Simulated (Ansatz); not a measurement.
**C5HF6O2−: basis-set convergence**

Aim: see how fast density functionals converge with the basis set for C5HF6O2−.

Method: one geometry, several basis sets; program: Ansatz 0.2.0, Gaussian basis.

Levels to be run: PBE0-D4/def2-SVPD; ωB97M-V/def2-SVPD; PBE0-D4/def2-QZVPPD; ωB97M-V/def2-QZVPPD; the functionals' def2-TZVPPD values are taken from earlier runs.

## Step 1: The relaxed structure

All runs share one geometry, relaxed beforehand with PBE0-D4 in a triple-zeta def2 set.

14 atoms, charge -1, spin multiplicity 1.

Atoms are counted from 1 here; the program's logs count them from 0.

Bond lengths: O1–C2 1.227 Å, C2–C3 1.405 Å, C2–C10 1.561 Å, C3–C4 1.409 Å, C3–H14 1.084 Å, C4–O5 1.231 Å, C4–C6 1.555 Å, C6–F7 1.341 Å, C6–F8 1.340 Å, C6–F9 1.340 Å, C10–F11 1.351 Å, C10–F12 1.351 Å, C10–F13 1.333 Å. Angles: O1–C2–C3 132.1°, O1–C2–C10 115.8°, C3–C2–C10 112.1°, C2–C3–C4 129.9°, C2–C3–H14 117.0°, C4–C3–H14 113.1°, C3–C4–O5 125.0°, C3–C4–C6 119.7°, O5–C4–C6 115.3°, C4–C6–F7 110.7°, C4–C6–F8 112.6°, C4–C6–F9 112.6°, F7–C6–F8 106.2°, F7–C6–F9 106.2°, F8–C6–F9 108.0°, C2–C10–F11 112.5°, C2–C10–F12 112.5°, C2–C10–F13 112.1° and more.

Geometry (Å):

```xyz
14

O     0.6087   -0.5054    1.5508
C     0.7600   -0.5039    0.3330
C     0.0024    0.0547   -0.7097
C    -1.1914    0.8007   -0.6600
O    -1.7845    1.2511   -1.6404
C    -1.8515    1.1061    0.7149
F    -2.9732    1.8232    0.5531
F    -2.2096   -0.0051    1.3736
F    -1.0585    1.8282    1.5190
C     2.0228   -1.2551   -0.1948
F     1.7095   -2.2681   -1.0313
F     2.8553   -0.4452   -0.8841
F     2.7409   -1.7863    0.7948
H     0.3691   -0.0951   -1.7189
```

## Step 2: PBE0-D4 in def2-SVPD

in.yaml reads:

```yaml
crystal:
  periodic: [false, false, false]
  atoms:
    - {symbol: O, position_ang: [0.608657, -0.505409, 1.550796]}
    - {symbol: C, position_ang: [0.760008, -0.503898, 0.332986]}
    - {symbol: C, position_ang: [0.002440, 0.054699, -0.709714]}
    - {symbol: C, position_ang: [-1.191439, 0.800713, -0.659983]}
    - {symbol: O, position_ang: [-1.784518, 1.251112, -1.640380]}
    - {symbol: C, position_ang: [-1.851549, 1.106149, 0.714872]}
    - {symbol: F, position_ang: [-2.973156, 1.823232, 0.553144]}
    - {symbol: F, position_ang: [-2.209550, -0.005078, 1.373611]}
    - {symbol: F, position_ang: [-1.058458, 1.828211, 1.518964]}
    - {symbol: C, position_ang: [2.022791, -1.255074, -0.194751]}
    - {symbol: F, position_ang: [1.709533, -2.268053, -1.031323]}
    - {symbol: F, position_ang: [2.855268, -0.445180, -0.884089]}
    - {symbol: F, position_ang: [2.740856, -1.786328, 0.794761]}
    - {symbol: H, position_ang: [0.369118, -0.095095, -1.718892]}
basis:
  gaussian: {orbitals: def2-SVPD}
total_charge: -1
hamiltonian: {xc: pbe0, dispersion: d4}
output: {orbitals: {seedname: orbitals}}
```

After this run come: ωB97M-V in def2-SVPD; PBE0-D4 in def2-QZVPPD; ωB97M-V in def2-QZVPPD.

**Question.** What will the summary of the whole plan be? Wanted: PBE0-D4: double and triple zeta above quadruple; ωB97M-V: double and triple zeta above quadruple.

As calculated:

| quantity | value |
| --- | --- |
| PBE0-D4: double and triple zeta above quadruple | 29.81, 1.17 eV |
| ωB97M-V: double and triple zeta above quadruple | 30.17, 1.07 eV |

In words: PBE0-D4 gains 28.64 eV from double to triple zeta, then 1.17 eV more. These are total energies; as a rule much of such shifts cancels in differences, which this series doesn't test. The LUMO of ωB97M-V is positive and keeps falling with the basis (4.68 to 3.56 eV): an unbound level that the basis holds in place.
